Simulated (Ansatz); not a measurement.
# RePd2: the cost of one run

Method: DFT PBE, scalar-relativistic, plane waves, PAW, in Ansatz 0.2.0.

**1. The structure to begin with**

Symmetry: I4/mmm, No. 139, tetragonal system. Conventional cell: a = 3.230 Å, b = 3.230 Å, c = 7.924 Å, α = 90.00°, β = 90.00°, γ = 90.00°. Around Re (site symmetry 4/mmm) lie 10 Pd at 2.63 to 2.65 Å. Around Pd (site symmetry 4mm) lie 5 Pd at 2.61 to 2.65 Å and 5 Re at 2.63 to 2.65 Å.

Structure file:

```cif
data_structure
_symmetry_space_group_name_H-M 'I4/mmm'
_symmetry_Int_Tables_number 139
_cell_length_a 3.2300
_cell_length_b 3.2300
_cell_length_c 7.9236
_cell_angle_alpha 90.000
_cell_angle_beta 90.000
_cell_angle_gamma 90.000
_cell_volume 82.67
loop_
_atom_site_label
_atom_site_type_symbol
_atom_site_symmetry_multiplicity
_atom_site_Wyckoff_symbol
_atom_site_fract_x
_atom_site_fract_y
_atom_site_fract_z
_atom_site_occupancy
Re1 Re 2 a 0.00000 0.00000 0.00000 1
Pd1 Pd 4 e 0.50000 0.50000 0.16500 1
```

(A quick probe on a coarse mesh, which set the mesh and smearing, is not shown.)

**3. Rough relaxation on the coarse mesh**

Contents of input.yaml:

```yaml
crystal:
  lattice:
    - [-1.6150099466, 1.6150099466, 3.9618212752]
    - [1.6150099466, -1.6150099466, 3.9618212752]
    - [1.6150099466, 1.6150099466, -3.9618212752]
  atoms:
    - { symbol: Re, position: [0.0, 0.0, 0.0] }
    - { symbol: Pd, position: [0.665, 0.665, 0.0] }
    - { symbol: Pd, position: [0.335, 0.335, 0.0] }
basis:
  ecutwfc: 420
kpoints:
  mp_grid: { grid: [8, 8, 8] }
hamiltonian:
  xc: pbe
scf:
  occupations: { method: gaussian, width: 0.1 }
  lower_state_search: "off"
output:
  forces: true
  stress: true
  eigenvalues: true
relax:
  adjacent_minimum: "off"
  f_tol: 0.04
  max_steps: 70
  cell: { stress_tol: 0.4 }
```

Launch:

```sh
ansatz run input.yaml --threads 1 --pin off --max-ram 2560MiB --backend cpu --events-out ev --progress --plain --runs-dir out
```

What time and memory should one allow on 1 thread of Intel Xeon Platinum 8259CL at 2.50GHz (Skylake/Cascade Lake), shared host?

About 22 s, with a peak of 0.43 GiB.
